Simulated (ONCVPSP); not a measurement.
# Pseudopotential generation for Kr: ONCV, PBE

Do these settings give a usable potential? It is generated, then checked for transferability, scattering, ghosts and hardness.

Program: ONCVPSP 4.0.1. Reference atom: PBE, scalar-relativistic, spherical and spin-unpolarised. All values are calculated.

## Step 1: The atom and the settings

Typed settings, in words:

```
element                 : krypton (Kr, Z = 36)
type                    : optimised norm-conserving Vanderbilt (ONCV)
frozen core             : [Ne]
valence charge          : 26
reference configuration : 3s2 3p6 3d10 4s2 4p6
partial waves           : 3s+4s: rc 1.05 bohr, ncon 5, nbas 8, qcut 14.6 1/bohr, 2 projectors; 3p+4p: rc 0.70 bohr, ncon 3, nbas 7, qcut 24.5 1/bohr, 2 projectors; 3d: rc 0.70 bohr, ncon 4, nbas 8, qcut 23.8 1/bohr, local
local potential         : the d channel
core correction         : not asked for
```

The outer shells as boxes (Hund's rule for the drawing; the calculation is spin-unpolarised):

```
[Ne] core
3s [↑↓]
3p [↑↓][↑↓][↑↓]
3d [↑↓][↑↓][↑↓][↑↓][↑↓]
4s [↑↓]
4p [↑↓][↑↓][↑↓]
```

An earlier all-electron run gives the scale for the radii.

All-electron outer shells of the reference configuration (PBE, scalar-relativistic, ld1.x):

| shell | level (eV) | outermost node (bohr) | outermost maximum (bohr) |
| --- | --- | --- | --- |
| 2s | -1864.47 | 0.06 | 0.15 |
| 2p | -1648.47 | – | 0.12 |
| 3s | -263.97 | 0.22 | 0.47 |
| 3p | -195.19 | 0.20 | 0.46 |
| 3d | -81.40 | – | 0.41 |
| 4s | -23.05 | 0.64 | 1.34 |
| 4p | -9.25 | 0.67 | 1.55 |

## Step 2: Generating the potential

File Kr.dat:

```
# ATOM AND REFERENCE CONFIGURATION
# atsym  z   nc   nv     iexc    psfile
  Kr 36.00    3    5        4      upf
#
#   n    l    f
    1    0    2.00
    2    0    2.00
    2    1    6.00
    3    0    2.00
    3    1    6.00
    3    2   10.00
    4    0    2.00
    4    1    6.00
#
# PSEUDOPOTENTIAL AND OPTIMIZATION
# lmax
    2
#
#   l,   rc,      ep,       ncon, nbas, qcut
    0    1.05    0.00    5    8   14.60
    1    0.70    0.00    3    7   24.50
    2    0.70    0.00    4    8   23.80
#
# LOCAL POTENTIAL
# lloc, lpopt,  rc(5),   dvloc0
    2    5    0.70    0.00
#
# VANDERBILT-KLEINMAN-BYLANDER PROJECTORs
# l, nproj, debl
    0    2    0.50
    1    2    2.80
    2    0    2.30
#
# MODEL CORE CHARGE
# icmod, fcfact, rcfact
    0    0.00    0.00
#
# LOG DERIVATIVE ANALYSIS
# epsh1, epsh2, depsh
  -11.00    5.00    0.04
#
# OUTPUT GRID
# rlmax, drl
    6.00    0.01
#
# TEST CONFIGURATIONS
# ncnf
    4
# nvcnf
#   n    l    f
    5
    3    0    2.00
    3    1    6.00
    3    2   10.00
    4    0    2.00
    4    1    5.00
#
    5
    3    0    2.00
    3    1    6.00
    3    2   10.00
    4    0    2.00
    4    1    4.00
#
    5
    3    0    2.00
    3    1    6.00
    3    2   10.00
    4    0    2.00
    4    1    3.00
#
    5
    3    0    2.00
    3    1    6.00
    3    2   10.00
    4    0    2.00
    4    1    2.00
#
```

Started as:

```console
$ oncvpsp.x < Kr.dat > Kr.out
```

Q: Predict the outcome of this session. Wanted: cutoffs for 1 and 0.1 mHa per electron, occupied waves; bound ghosts; GHOST(+) flags; largest test error; largest phase difference near zero energy, channels read.

**Answer**, as computed:

```
                                                quantity                               value
  cutoffs for 1 and 0.1 mHa per electron, occupied waves                   219 Ha and 244 Ha
                                            bound ghosts                          none found
                                          GHOST(+) flags                         s at 560 eV
                            largest test error (AE − PS)  -7.6 meV, for 3s2 3p6 3d10 4s2 4p2
largest phase difference near zero energy, channels read                           0.010 rad
```

In words: By total energies transferability is good: the largest error is 7.6 meV on 126.3 eV, for 3s2 3p6 3d10 4s2 4p2. The potential is very hard: the looser tolerance needs 219 Ha. At the looser tolerance the 3d wave is the slowest; 3p needs 177 Ha. No bound ghost shows below the valence levels. Near zero energy the phases of the channels with partial waves agree within 0.010 rad. The program also flags highly localised states, GHOST(+) (s). These are tests on the free atom; a crystal test is still owed.
